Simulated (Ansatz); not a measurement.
# Fe5Co: the cost of one run

Method: DFT PBE, scalar-relativistic, plane waves, PAW, in Ansatz 0.2.0.

**1. The system as given**

The cell holds 24 atoms (Co4Fe20): a = 6.589 Å, b = 6.467 Å, c = 6.520 Å, α = 91.41°, β = 87.97°, γ = 93.67°.

20 Fe, 4 Co were thrown into a skewed cell at random, at 1.00 times a reference volume of the solid, and pushed apart as soft spheres.

Coordinates:

```cif
data_structure
_symmetry_space_group_name_H-M 'P 1'
_symmetry_Int_Tables_number 1
_cell_length_a 6.5893
_cell_length_b 6.4672
_cell_length_c 6.5199
_cell_angle_alpha 91.409
_cell_angle_beta 87.971
_cell_angle_gamma 93.666
_cell_volume 277.03
loop_
_atom_site_label
_atom_site_type_symbol
_atom_site_fract_x
_atom_site_fract_y
_atom_site_fract_z
_atom_site_occupancy
Fe1 Fe 0.06472 0.18920 0.36400 1
Fe2 Fe 0.89732 0.85538 0.19832 1
Fe3 Fe 0.56332 0.35344 0.53267 1
Fe4 Fe 0.73490 0.02168 0.53336 1
Fe5 Fe 0.39502 0.52182 0.86452 1
Fe6 Fe 0.56120 0.85399 0.02854 1
Fe7 Fe 0.23133 0.02584 0.03181 1
Fe8 Fe 0.39746 0.35770 0.19751 1
Fe9 Fe 0.72741 0.18895 0.19888 1
Fe10 Fe 0.89468 0.02378 0.86583 1
Fe11 Fe 0.56450 0.69011 0.36504 1
Fe12 Fe 0.39530 0.01949 0.36820 1
Fe13 Fe 0.22801 0.68838 0.19691 1
Fe14 Fe 0.23040 0.52485 0.53204 1
Fe15 Fe 0.56684 0.19326 0.86411 1
Fe16 Fe 0.06497 0.69292 0.85938 1
Fe17 Fe 0.22753 0.18456 0.69742 1
Fe18 Fe 0.72841 0.68482 0.70142 1
Fe19 Fe 0.89538 0.52245 0.36684 1
Fe20 Fe 0.05659 0.35858 0.02920 1
Co1 Co 0.39649 0.85495 0.69635 1
Co2 Co 0.90002 0.35577 0.69444 1
Co3 Co 0.06628 0.85437 0.52873 1
Co4 Co 0.72720 0.52482 0.03595 1
```

**2. Dynamics at 2620 K**

The cutoff is lowered while the worst contacts of the packing are taken out. One k point, a Fermi-Dirac width of 0.226 eV and a fixed cell.

Input file input.yaml:

```yaml
crystal:
  lattice:
    - [6.585049, -0.208125, 0.114848]
    - [-0.208125, 6.463404, -0.078052]
    - [0.114848, -0.078052, 6.518422]
  atoms:
    - { symbol: Fe, position: [0.0647158693, 0.1891984875, 0.3639958993] }
    - { symbol: Fe, position: [0.8973204336, 0.8553795965, 0.1983225562] }
    - { symbol: Fe, position: [0.5633199642, 0.3534424764, 0.5326696482] }
    - { symbol: Fe, position: [0.7349049741, 0.0216846429, 0.5333643419] }
    - { symbol: Fe, position: [0.395021956, 0.5218233358, 0.8645209583] }
    - { symbol: Fe, position: [0.5611998992, 0.8539908839, 0.0285361069] }
    - { symbol: Fe, position: [0.2313286481, 0.0258357167, 0.0318125825] }
    - { symbol: Fe, position: [0.3974574882, 0.3577031914, 0.1975096105] }
    - { symbol: Fe, position: [0.7274102547, 0.1889526587, 0.1988837036] }
    - { symbol: Fe, position: [0.8946827187, 0.0237753596, 0.8658283402] }
    - { symbol: Fe, position: [0.5645012609, 0.6901063177, 0.3650442282] }
    - { symbol: Fe, position: [0.3952988118, 0.0194861251, 0.3681974194] }
    - { symbol: Fe, position: [0.2280139204, 0.6883836923, 0.1969124786] }
    - { symbol: Fe, position: [0.2304035706, 0.5248538052, 0.532042515] }
    - { symbol: Fe, position: [0.566835755, 0.1932586559, 0.8641127019] }
    - { symbol: Fe, position: [0.0649712015, 0.6929185219, 0.8593780641] }
    - { symbol: Fe, position: [0.2275324202, 0.1845581274, 0.6974182123] }
    - { symbol: Fe, position: [0.7284119406, 0.6848151619, 0.7014179754] }
    - { symbol: Fe, position: [0.8953806873, 0.5224541871, 0.3668430469] }
    - { symbol: Fe, position: [0.0565942666, 0.3585814802, 0.0292020349] }
    - { symbol: Co, position: [0.3964912442, 0.8549456606, 0.6963454422] }
    - { symbol: Co, position: [0.9000162336, 0.3557694514, 0.6944358114] }
    - { symbol: Co, position: [0.0662760027, 0.8543674008, 0.5287275699] }
    - { symbol: Co, position: [0.7271998546, 0.5248212144, 0.0359471019] }
  symmetry: { detect: false }
basis:
  ecutwfc: 320
  xc_grid: 1
kpoints:
  mp_grid: { grid: [1, 1, 1], shift: [0.25, 0.25, 0.25] }
hamiltonian:
  xc: pbe
scf:
  occupations: { method: fermi_dirac, width: 0.2258 }
  lower_state_search: "off"
  convergence: { dr2_threshold: 1.0e-05 }
output:
  forces: true
  stress: true
md:
  timestep: 3.0
  n_steps: 24
  ensemble: nvt_langevin
  friction: 0.03
  temperature: 2620.0
  initial_velocities: maxwell_boltzmann
  seed: 20714
```

Started as:

```
$ ansatz run input.yaml --threads 2 --pin off --max-ram 5120MiB --backend cpu --events-out ev --progress --plain --runs-dir out
```

**Question.** How long does this run take on 2 threads of Intel Xeon at 2.50GHz (Skylake/Cascade Lake), shared host, and how much memory does it need?

About 2.6 min, with a peak of 0.6 GiB.
